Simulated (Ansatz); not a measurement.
This script makes a comparison of magnetic orders of GdMg, space group Pm-3m with the Python package of Ansatz (0.2.0).

Script `orders_gdmg.py`:
```python
# -*- coding: utf-8 -*-
"""Ferro, antiferro and non-magnetic states of GdMg."""

import ansatz as az
import numpy as np

XC = "pbesol"
CUTOFF = 470
KMESH = (4, 8, 8)
SMEARING = "fermi_dirac"
SCF_TOL = 1e-05


def count_gap(report):
    # lowest empty less highest filled band, counting bands; zero where they overlap
    return max(report.get("gap_by_band_count_ev") or 0.0, 0.0)

CELL = [
    [7.648, 0.0, 0.0],
    [0.0, 3.824, 0.0],
    [0.0, 0.0, 3.824],
]
ATOMS = [
    ("Gd", [0.0, 0.0, 0.0]),
    ("Mg", [0.25, 0.5, 0.5]),
    ("Gd", [0.5, 0.0, 0.0]),
    ("Mg", [0.75, 0.5, 0.5]),
]


def magnet(moments):
    crystal = az.Crystal(lattice=az.Lattice.of(CELL))
    for (symbol, position), moment in zip(ATOMS, moments):
        crystal = crystal.atom(symbol, position, moment=moment or None)
    return crystal

# starting moments in muB, one an atom
orders = {
    "FM": [8.4, 0, 8.4, 0],
    "AFM": [8.4, 0, -8.4, 0],
}

rows = []
for label, moments in orders.items():
    base = magnet(moments).calculation()
    base = base.functional(XC)
    base = base.pseudopotentials("paw")
    base = base.basis(CUTOFF)
    base = base.kpoints(*KMESH, center="gamma")
    base = base.occupations(SMEARING)
    base = base.mixing("msr1", preconditioner="kerker_dos")
    base = base.scf(tolerance=SCF_TOL, lower_state_search="standard")
    base = base.spin("collinear").band_table()
    summary = base.run().report
    rows.append((label, summary["free_energy_ev"], summary["magnetization_mub"], summary["absolute_magnetization_mub"], max(abs(m) for m in summary["site_moments_mub"]), count_gap(summary)))
    print(label, "site moments:", [round(m, 2) for m in summary["site_moments_mub"]])

lowest = min(row[1] for row in rows)
rows = [(row[0], 1000 * (row[1] - lowest) / 2, *row[2:]) for row in sorted(rows, key=lambda row: row[1])]
for row in rows:
    print("; ".join(f"{name} = {round(v, 4) if isinstance(v, float) else v}" for name, v in zip(["order", "meV/magnetic atom", "net muB", "absolute muB", "largest site muB", "gap by band count eV"], row)))
print("lowest of these starts:", rows[0][0])
```

Which magnetic state ends lowest, and by how much?

In order of energy: antiferro- or ferrimagnetic (+0.0 meV an atom, largest site moment 7.14 μB) and ferromagnetic (+0.9 meV an atom, largest site moment 7.15 μB). These are the states reached from the starts typed.

The output:

`python orders_gdmg.py` gives:
```text
DeckWarning: where an SCF of this run starts from atoms to list the orders of its open shells, Gd (sites 0, 2, from 0) starts with 6.64 μB on its 4f shell and 0.64 μB on its 5d shell, in the place of the 8.40 μB that the deck gives it: its open shells can hold no more by Hund's first rule. To start from spheres of the given moment, type scf.initial_density.shell_occupations: []
FM site moments: [7.15, 0.04, 7.15, 0.04]
DeckWarning: where an SCF of this run starts from atoms to list the orders of its open shells, Gd (site 0, from 0) starts with 6.64 μB on its 4f shell and 0.64 μB on its 5d shell, in the place of the 8.40 μB that the deck gives it: its open shells can hold no more by Hund's first rule. To start from spheres of the given moment, type scf.initial_density.shell_occupations: []
DeckWarning: where an SCF of this run starts from atoms to list the orders of its open shells, Gd (site 2, from 0) starts with -6.64 μB on its 4f shell and -0.64 μB on its 5d shell, in the place of the -8.40 μB that the deck gives it: its open shells can hold no more by Hund's first rule. To start from spheres of the given moment, type scf.initial_density.shell_occupations: []
AFM site moments: [7.14, 0.0, -7.14, -0.0]
order = AFM; meV/magnetic atom = 0.0; net muB = 0.0; absolute muB = 14.9292; largest site muB = 7.1438; gap by band count eV = 0.0
order = FM; meV/magnetic atom = 1.743; net muB = 15.0363; absolute muB = 15.0394; largest site muB = 7.1541; gap by band count eV = 0.0
lowest of these starts: AFM
```
(Warnings from the package without file and line.)

These settings explore the input space; cutoff and mesh may be short of convergence. Open f shells: without a Hubbard U, without spin-orbit coupling; the state reached hangs on the start and needn't be the lowest. The mesh is modest for a metal, so energies can be off by several to tens of meV an atom and pressures by half a GPa or more; differences at equal mesh fare better. A gap by band count of zero or less means overlapping bands, a metal. The starting cell is as deposited in a crystallographic database; the results hold for this polymorph, which needn't be the stable one. Gaps and levels are Kohn-Sham values on a finite set of k-points, without spin-orbit coupling. Each row is the state reached from that start at the given structure, not necessarily the lowest of its order; other orders weren't tried. Finished in 72 s on 1 thread of Arm Neoverse V1 (shared host), peak memory 0.71 GiB.
